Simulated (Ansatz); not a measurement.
Run this with Ansatz's Python interface and show what comes out.

Script `deck_rb2nasccl6.py`:
```python
import ansatz as az
import numpy as np

deck = {
    'crystal': {
        'lattice': [
            [0.0, 5.190679, 5.190679],
            [5.190679, 0.0, 5.190679],
            [5.190679, 5.190679, 0.0],
        ],
        'atoms': [
            {'symbol': 'Rb', 'position': [0.75, 0.75, 0.75]},
            {'symbol': 'Rb', 'position': [0.25, 0.25, 0.25]},
            {'symbol': 'Na', 'position': [0.5, 0.5, 0.5]},
            {'symbol': 'Sc', 'position': [0.0, 0.0, 0.0]},
            {'symbol': 'Cl', 'position': [0.760582, 0.239418, 0.239418]},
            {'symbol': 'Cl', 'position': [0.239418, 0.239418, 0.760582]},
            {'symbol': 'Cl', 'position': [0.239418, 0.760582, 0.760582]},
            {'symbol': 'Cl', 'position': [0.239418, 0.760582, 0.239418]},
            {'symbol': 'Cl', 'position': [0.760582, 0.239418, 0.760582]},
            {'symbol': 'Cl', 'position': [0.760582, 0.760582, 0.239418]},
        ],
    },
    'kpoints': {'mp_grid': {'kspacing': 0.4}},
    'hamiltonian': {'xc': 'r2scan'},
    'scf': {'occupations': {'method': 'fixed'}},
    'basis': {'ecutwfc': 500},
    'output': {'forces': True, 'stress': True},
}

outcome = az.Session.from_dict(deck).plan().execute()
r = outcome.report

print(f'free energy      {r["free_energy_ev"]:.5f} eV')
print(f'per atom         {r["free_energy_ev"] / len(outcome.lattice.sites):.5f} eV')
print(f'SCF iterations   {r["n_iterations"]}  (converged: {r["converged"]})')

stress = np.array(r['stress_gpa'])
print(f'pressure {np.trace(stress) / 3:.3f} GPa')
print('stress tensor, GPa, positive in compression')
print(np.round(stress, 3) + 0.0)

print('forces (eV/A)')
for site, force in zip(outcome.lattice.sites, r['forces_ev_ang']):
    print(f'  {site.symbol:2s} {force[0]:9.4f} {force[1]:9.4f} {force[2]:9.4f}')

used = r['setup']
print('cutoffs (eV):', used['ecut_ev'], used['ecutrho_ev'], ' FFT grid:', used['fft_dense'])
print('cell volume {:.3f} A^3, {} symmetry operations'.format(used['cell_volume_ang3'], used['n_sym_ops']))
```

Output of `python deck_rb2nasccl6.py`:
```text
free energy      -16709.92962 eV
per atom         -1670.99296 eV
SCF iterations   7  (converged: True)
pressure -0.139 GPa
stress tensor, GPa, positive in compression
[[-0.139  0.     0.   ]
 [ 0.    -0.139  0.   ]
 [ 0.     0.    -0.139]]
forces (eV/A)
  Rb   -0.0000    0.0000    0.0000
  Rb    0.0000    0.0000   -0.0000
  Na    0.0000   -0.0000    0.0000
  Sc   -0.0000    0.0000   -0.0000
  Cl   -0.0388   -0.0000   -0.0000
  Cl   -0.0000   -0.0000   -0.0388
  Cl    0.0388    0.0000   -0.0000
  Cl    0.0000   -0.0388   -0.0000
  Cl   -0.0000    0.0388    0.0000
  Cl   -0.0000    0.0000    0.0388
cutoffs (eV): 500.0 2000.0  FFT grid: [54, 54, 54]
cell volume 279.706 A^3, 48 symmetry operations
```

What to keep in mind:
- Total energies depend on the potentials; only differences at equal settings carry meaning.
- No spin polarisation was allowed.
- The structure comes from a database of computed cells and needn't be a stable or known phase.
- Run time: 12 s on 1 thread of Intel(R) Xeon(R) Platinum 8375C CPU @ 2.90GHz (Ice Lake), with other jobs on the host, peak memory 1.3 GiB.
